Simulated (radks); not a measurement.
**The Coulomb parameter U of the 4d shell of Zr²⁺**

The task here is to estimate one member of a computed series from the others.

Program: radks (a radial shooting solver on a logarithmic mesh, Libxc functionals) version 1. Level of theory: scalar-relativistic Kohn-Sham, LDA (Slater exchange, Perdew-Wang correlation), spin-unpolarised, spherical densities, finite nucleus. These are calculated values, not measurements, unless marked.

### The system

| Property | Result |
| --- | --- |
| element | zirconium (Z = 40) |
| charge | +2 |
| electrons | 38 |
| configuration | [Kr] 4d1 5p1 |
| nuclear rms radius | 4.2694 fm |

Outer shells as boxes (Hund's rule):

Zr²⁺
```
[Kr] core
4d [↑ ][  ][  ][  ][  ]
5p [↑ ][  ][  ]
```

Set-up of the first run:

Input:

```text
Z 40
configuration [Kr] 4d1 5p1
relativity scalar-relativistic
functional lda,pw
spin unpolarised
nucleus finite rms 4.2694 fm
c 137.035999084
```

Among the steps run: Start: [Kr] 4d1 5p1.

One table of the session follows, with a row left open; its other results are not shown here.

It belongs to the step «Start: [Kr] 4d1 5p1». From the orbitals of this run (lengths in bohr):

| level | <r> | outermost maximum (interpolated) | 90 % within | nodes |
| --- | --- | --- | --- | --- |
| 2p | ? | ? | ? | ? |
| 3s | 0.4594 | 0.409 | 0.680 | 2 |
| 3p | 0.4627 | 0.402 | 0.701 | 1 |
| 3d | 0.4527 | 0.347 | 0.729 | 0 |
| 4s | 1.203 | 1.07 | 1.75 | 3 |
| 4p | 1.346 | 1.17 | 2.00 | 2 |
| 4d | 1.906 | 1.52 | 2.97 | 1 |
| 5p | 3.619 | 3.28 | 5.20 | 3 |

**Question.** Estimate the row for 2p.

The run gave: <r>: 0.1418; outermost maximum (interpolated): 0.109; 90 % within: 0.231; nodes: 0. In the column «<r>» it is the lowest.
